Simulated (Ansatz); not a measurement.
# CsMgBiO3: the cost of one run

Program: Ansatz 0.2.0. Level of theory: DFT LDA, scalar-relativistic, plane waves, PAW. These are calculated values, not measurements.

**1. Starting point**

It takes space group R3m (No. 160, trigonal). The conventional cell has a = 6.279 Å, b = 6.279 Å, c = 11.297 Å, α = 90.00°, β = 90.00°, γ = 120.00°. Cs (site symmetry 3m) has 9 O at 3.23 to 3.31 Å and 4 Bi at 3.63 to 3.75 Å and 3 Mg at 3.72 Å as nearest neighbours. Mg (site symmetry 3m) is surrounded by 3 O at 1.87 Å. Bi (site symmetry 3m) has 3 O at 2.05 Å as nearest neighbours. O (site symmetry m) is surrounded by 1 Mg at 1.87 Å and 1 Bi at 2.05 Å.

Coordinates:

```
Cs Mg Bi O
1.0
     3.13958    1.81263    3.76564
    -3.13958    1.81263    3.76564
     0.00000   -3.62527    3.76564
Cs Mg Bi O
1 1 1 3
Cartesian
  0.0000 0.0000 10.1537
  0.0000 0.0000 3.4768
  0.0000 0.0000 6.4020
  -1.5251 0.8805 7.4429
  0.0000 -1.7610 7.4429
  1.5251 0.8805 7.4429
```

It goes back to an entry of the Materials Project, which need not be the stable form.

This cell was relaxed beforehand with the same method: volume 21.43 Å³/atom, gap on the mesh 2.64 eV.

**2. The undisturbed cell**

input.yaml

```yaml
crystal:
  lattice:
    - [3.1395751303, 1.8126345466, 3.7656394273]
    - [-3.1395751303, 1.8126345466, 3.7656394273]
    - [0.0, -3.6252690932, 3.7656394273]
  atoms:
    - { symbol: Cs, position: [0.8987986894, 0.8987986894, 0.8987986894] }
    - { symbol: Mg, position: [0.307761179, 0.307761179, 0.307761179] }
    - { symbol: Bi, position: [0.5666996581, 0.5666996581, 0.5666996581] }
    - { symbol: O, position: [0.4969223129, 0.9826903279, 0.4969223129] }
    - { symbol: O, position: [0.4969223129, 0.4969223129, 0.9826903279] }
    - { symbol: O, position: [0.9826903279, 0.4969223129, 0.4969223129] }
basis:
  ecutwfc: 420
kpoints:
  mp_grid: { grid: [6, 6, 6] }
hamiltonian:
  xc: lda
scf:
  occupations: { method: gaussian, width: 0.05 }
output:
  forces: true
  stress: true
  eigenvalues: true
```

On the command line:

```
ansatz run input.yaml --threads 1 --pin off --max-ram 2560MiB --backend cpu --events-out ev --progress --plain --runs-dir out
```

Q: Estimate wall time and peak memory on 1 thread of AMD EPYC 9R45 (Zen 5), shared host.

About 3.7 s, with a peak of 0.43 GiB.
